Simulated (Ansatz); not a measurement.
# Cd2S: equation of state with PBE

Crystal: Cd2S.

```xyz
3
Lattice="3.9627 0.0000 0.0000 -1.9813 3.4318 0.0000 0.0000 0.0000 5.8092" Properties=species:S:1:pos:R:3 pbc="T T T"
Cd    0.0000    2.2878    5.4183
Cd    1.9813    1.1439    3.3620
S     0.0000    2.2878    2.1245
```

The cell comes from a database or a generator and needn't be the stable form of this composition.

| Property | Result |
| --- | --- |
| Program | Ansatz 0.2.0 |
| Task | equation of state |
| Functional | PBE |
| Potentials or basis | Ansatz PAW |
| Cutoff | 420 eV |
| Density cutoff | 1680 eV |
| k mesh | 8 × 8 × 5 |
| Occupations | fermi-dirac, width 0.05 eV |
| Spin | no spin polarisation |

- Equilibrium volume: 26.26 Å³/atom
- Bulk modulus at fixed shape and positions: 43 GPa
- Pressure derivative of the bulk modulus: 4.8

Energy against volume, from the lowest point:
```tsv
volume (Å³/atom)	energy (meV/atom)
24.753	12.87
25.280	5.20
25.806	1.03
26.333	0.00
26.860	1.74
27.386	5.95
27.913	12.36
```

All runs of the series together: 33 s on 2 threads of Arm Neoverse V1, on a shared host.

Caveat: the cell was scaled at fixed shape and fractional positions, which overstates the stiffness of a crystal with free parameters, most of all of layers and chains.
